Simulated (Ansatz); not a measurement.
# Mg5CdSe6: the cost of one run

Computed with Ansatz 0.2.0 (DFT PBE, scalar-relativistic, plane waves, PAW, unless a step's input says otherwise).

## 1. The structure to begin with

The structure is trigonal, space group P-3m1 (No. 164). Conventional cell: a = 3.924 Å, b = 3.924 Å, c = 19.238 Å, α = 90.00°, β = 90.00°, γ = 120.00°. Mg (site symmetry 3m) has 6 Se at 2.76 to 2.77 Å in its first shell of neighbours. Around Mg (site symmetry 3m) lie 6 Se at 2.76 Å. Around Mg (site symmetry -3m) lie 6 Se at 2.76 Å. Cd (site symmetry -3m) has 6 Se at 2.84 Å in its first shell of neighbours. Se (site symmetry 3m) has 6 Mg at 2.76 to 2.77 Å in its first shell of neighbours. Around Se (site symmetry 3m) lie 6 Mg at 2.76 Å. Se (site symmetry 3m) has 3 Mg at 2.76 Å and 3 Cd at 2.84 Å in its first shell of neighbours.

Structure file:

```xyz
12
Lattice="3.9237 0.0000 0.0000 -1.9618 3.3980 0.0000 0.0000 0.0000 19.2384" Properties=species:S:1:pos:R:3 pbc="T T T"
Mg    0.0000    2.2653   15.9549
Mg    1.9618    1.1327   12.7869
Mg    0.0000    0.0000    9.6192
Mg    0.0000    2.2653    6.4515
Mg    1.9618    1.1327    3.2836
Cd    0.0000    0.0000    0.0000
Se    0.0000    0.0000   14.3694
Se    0.0000    2.2653   11.2028
Se    1.9618    1.1327    8.0356
Se    0.0000    0.0000    4.8690
Se    0.0000    2.2653    1.7134
Se    1.9618    1.1327   17.5251
```

The start is the relaxed end of an invented cell (made as: elements ordered on the sites of the MgSe type, Cd/Mg on Mg (P-3m1, No. 164)), taken up again for a closer look.

## 2. Probe: one point on a coarse mesh

File input.yaml:

```yaml
crystal:
  lattice:
    - [3.9236654, 0.0, 0.0]
    - [-1.9618327, 3.3979939, 0.0]
    - [0.0, 0.0, 19.2384152]
  atoms:
    - { symbol: Mg, position: [0.3333333, 0.6666667, 0.829323] }
    - { symbol: Mg, position: [0.6666667, 0.3333333, 0.664654] }
    - { symbol: Mg, position: [0.0, 0.0, 0.5] }
    - { symbol: Mg, position: [0.3333333, 0.6666667, 0.335346] }
    - { symbol: Mg, position: [0.6666667, 0.3333333, 0.170677] }
    - { symbol: Cd, position: [0.0, 0.0, 0.0] }
    - { symbol: Se, position: [0.0, 0.0, 0.746914] }
    - { symbol: Se, position: [0.3333333, 0.6666667, 0.582313] }
    - { symbol: Se, position: [0.6666667, 0.3333333, 0.417687] }
    - { symbol: Se, position: [0.0, 0.0, 0.253086] }
    - { symbol: Se, position: [0.3333333, 0.6666667, 0.089059] }
    - { symbol: Se, position: [0.6666667, 0.3333333, 0.910941] }
basis:
  ecutwfc: 420
kpoints:
  mp_grid: { grid: [6, 6, 1] }
hamiltonian:
  xc: pbe
scf:
  occupations: { method: gaussian, width: 0.1 }
  lower_state_search: "off"
output:
  forces: true
  stress: true
  eigenvalues: true
```

The run is started by

```
> ansatz run input.yaml --threads 4 --pin off --max-ram 8192MiB --backend cpu --events-out ev --progress --plain --runs-dir out
```

**Question.** How long does this run take on 4 threads of Intel Xeon Platinum 8259CL at 2.50GHz (Skylake/Cascade Lake), shared host, and how much memory does it need?

About 3.4 s, with a peak of 0.9 GiB.
